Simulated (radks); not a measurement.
**Spin polarisation of the 4f shell in Eu**

An exercise on one series of results from a longer session: the logs are not shown, and one member is left open.

The numbers are computed with radks (a radial shooting solver on a logarithmic mesh, Libxc functionals) version 1 (scalar-relativistic Kohn-Sham, PBE, spin-polarised, spherical densities, point nucleus), except any that are marked as measured or tabulated.

## The atom as given

* element: europium (Z = 63)
* charge: 0
* electrons: 63
* configuration: [Xe] 4f(up 3.5, down 3.5) 6s2

A shell typed twice in an input gives spin up, then spin down.

Set-up of the first run:

The run's settings:

```text
Z 63
configuration [Xe] 4f3.5 4f3.5 6s2
relativity scalar-relativistic
functional pbe,pbe
spin polarised
nucleus point
c 137.035999084
```

Steps of the session up to this table: No moment.

One table of the session follows, with a row left open; its other results are not shown here.

It belongs to the step «No moment». Sizes of the orbitals, from the radial functions (bohr):

```
level     <r>  outermost maximum (interpolated)  90 % within  nodes
   3d  0.2259                             0.184        0.352      0
   4s  0.5660                             0.527        0.813      3
   4p  0.5994                             0.550        0.872      2
   4d  0.6541                             0.573        0.983      1
   5s       ?                                 ?            ?      ?
   5p   1.630                              1.40         2.40      3
   6s   4.266                              3.62         6.32      5
   4f  0.9780                             0.592         1.72      0
```

**Question.** Estimate the row for 5s.

The run gave: <r>: 1.381; outermost maximum (interpolated): 1.23; 90 % within: 1.99; nodes: 4. In the column «<r>» it lies between 4f (0.9780) and 5p (1.630).
